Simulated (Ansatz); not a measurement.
# Ba3Y: the cost of one run

Method: DFT PBE, scalar-relativistic, plane waves, PAW, in Ansatz 0.2.0.

## Step 1: Starting point

The structure is hexagonal, space group P6_3/mmc (No. 194). The conventional cell has a = 8.444 Å, b = 8.444 Å, c = 6.736 Å, α = 90.00°, β = 90.00°, γ = 120.00°. Ba (site symmetry mm2) has 8 Ba at 4.08 to 4.36 Å and 4 Y at 4.11 to 4.22 Å as nearest neighbours. Y (site symmetry -6m2) has 12 Ba at 4.11 to 4.22 Å as nearest neighbours.

Coordinates:

```
CELL_PARAMETERS angstrom
8.44422 0.00000 0.00000
-4.22211 7.31291 0.00000
0.00000 0.00000 6.73617
ATOMIC_POSITIONS crystal
Ba 0.34423 0.17211 0.75000
Ba 0.82789 0.17211 0.75000
Ba 0.82789 0.65577 0.75000
Ba 0.65577 0.82789 0.25000
Ba 0.17211 0.82789 0.25000
Ba 0.17211 0.34423 0.25000
Y 0.66667 0.33333 0.25000
Y 0.33333 0.66667 0.75000
```

This is candidate A: structure listed in a database for this formula (P6_3/mmc, No. 194).

(A quick probe on a coarse mesh, which set the mesh and smearing, is not shown.)

## Step 3: The relaxation (candidate A)

File input.yaml:

```yaml
crystal:
  lattice:
    - [8.4442178688, 0.0, 0.0]
    - [-4.2221089344, 7.3129071894, 0.0]
    - [0.0, 0.0, 6.736172]
  atoms:
    - { symbol: Ba, position: [0.344228, 0.172114, 0.75] }
    - { symbol: Ba, position: [0.827886, 0.172114, 0.75] }
    - { symbol: Ba, position: [0.827886, 0.655772, 0.75] }
    - { symbol: Ba, position: [0.655772, 0.827886, 0.25] }
    - { symbol: Ba, position: [0.172114, 0.827886, 0.25] }
    - { symbol: Ba, position: [0.172114, 0.344228, 0.25] }
    - { symbol: "Y", position: [0.66666667, 0.33333333, 0.25] }
    - { symbol: "Y", position: [0.33333333, 0.66666667, 0.75] }
basis:
  ecutwfc: 420
kpoints:
  mp_grid: { grid: [6, 6, 6] }
hamiltonian:
  xc: pbe
scf:
  occupations: { method: gaussian, width: 0.1 }
output:
  forces: true
  stress: true
  eigenvalues: true
relax:
  adjacent_minimum: "off"
  f_tol: 0.01
  max_steps: 80
  cell: { stress_tol: 0.05 }
```

Launch:

```
$ ansatz run input.yaml --threads 1 --pin off --max-ram 2560MiB --backend cpu --events-out ev --progress --plain --runs-dir out
```

What time and memory should one allow on 1 thread of AMD EPYC 9B14 (Zen 4), shared host?

About 95 s, with a peak of 0.89 GiB.
